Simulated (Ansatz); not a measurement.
**GeC (singlet): from Hartree-Fock to the top rungs at distance Ge1–C2 = 6.451 Å, cc-pVTZ**

An exercise on one series of results from a longer session: the logs are not shown, and one member is left open.

Method: cc-pVTZ, core rule «outside noble gas», up to 15 orbitals frozen; program: Ansatz 0.2.0, Gaussian basis.

To be run: UHF; CCSD(T) on RHF; CCSD(T) on UHF; BCCD(T) on RHF; CISD; CCSDT(Q) on RHF; CCSDT(Q) on UHF; CASSCF and NEVPT2, 2 electrons in 2 orbitals; CASSCF and NEVPT2, 8 electrons in 8 orbitals.

33 further runs of the same task are left out: 1 for a mislabelled method, 2 for a known fault of the program, 21 that didn't finish, 9 set aside as unsound or not needed.

### The geometry

The geometry derives from a PBE0/def2-TZVP stationary point (not a proven minimum). One bond is set to the value named and the two fragments are kept rigid. No spin-orbit coupling is included. The filled d shell of Ge may be among the frozen orbitals whatever the setting's name suggests; the logs give the count.

2 atoms, charge 0, spin multiplicity 1.

Atoms are counted from 1 here; the program's logs count them from 0.

No contacts short enough for the rule that draws bonds.

The first run:

The input, in.yaml:

```yaml
crystal:
  periodic: [false, false, false]
  atoms:
    - {symbol: Ge, position_ang: [0.000000, 0.000000, 0.000000]}
    - {symbol: C, position_ang: [0.000000, 0.000000, 6.451000]}
basis:
  gaussian: {orbitals: cc-pVTZ}
magnetization: {spin_polarized: true, initial_magnetization: 0}
hamiltonian: {xc: hf}
output: {orbitals: {seedname: orbitals}}
```

On the command line:

```bash
> ansatz run in.yaml --threads 1 --pin off --events-out ev --progress --plain --max-ram 2393MiB
```

Steps of the session up to this table: UHF; CCSD(T) on RHF; CCSD(T) on UHF; BCCD(T) on RHF; CISD; CCSDT(Q) on RHF; CCSDT(Q) on UHF; CASSCF and NEVPT2, 2 electrons in 2 orbitals; CASSCF and NEVPT2, 8 electrons in 8 orbitals.

One of the session's tables, all rows but one given; the rest of the session is left out.

```
        method  from UCCSDT(Q) (kJ/mol)
           RHF                   +803.8
           UHF                   +412.5
          RMP2                   +415.2
          UMP2                   +105.3
          CISD                   +327.5
         RCCSD                        ?
         UCCSD                    +12.9
      RCCSD(T)                   +229.6
      UCCSD(T)                     +2.7
       BCCD(T)                   +229.6
        UCCSDT                     +0.2
     UCCSDT(Q)                        0
   CASSCF pair                   +726.8
   NEVPT2 pair                   +350.7
CASSCF valence                   +353.2
NEVPT2 valence                    +78.6
```

Q: Estimate the row for RCCSD from the others.

**Answer.** from UCCSDT(Q) (kJ/mol): +252.9. In the column «from UCCSDT(Q) (kJ/mol)» it lies between BCCD(T) (+229.6) and CISD (+327.5).

Not comparable, so not listed: CCSDT(Q) on RHF (they don't share determinant, frozen orbitals or solution with the rows shown, or repeat one).

Limits of these values: The determinant is far from a pure spin state, so its energy mixes those of several spin states (harmless only where they are near-degenerate, as at dissociation). The program flags RCCSD(T), BCCD(T) as in doubt, so those rows may rest on another solution; read them beside their warnings. Warnings: restricted reference is unstable; spin contamination. Restricted and unrestricted rows rest on different reference determinants; where their highest levels disagree by more than a few hundredths of an eV, they describe different states and don't form one ladder.
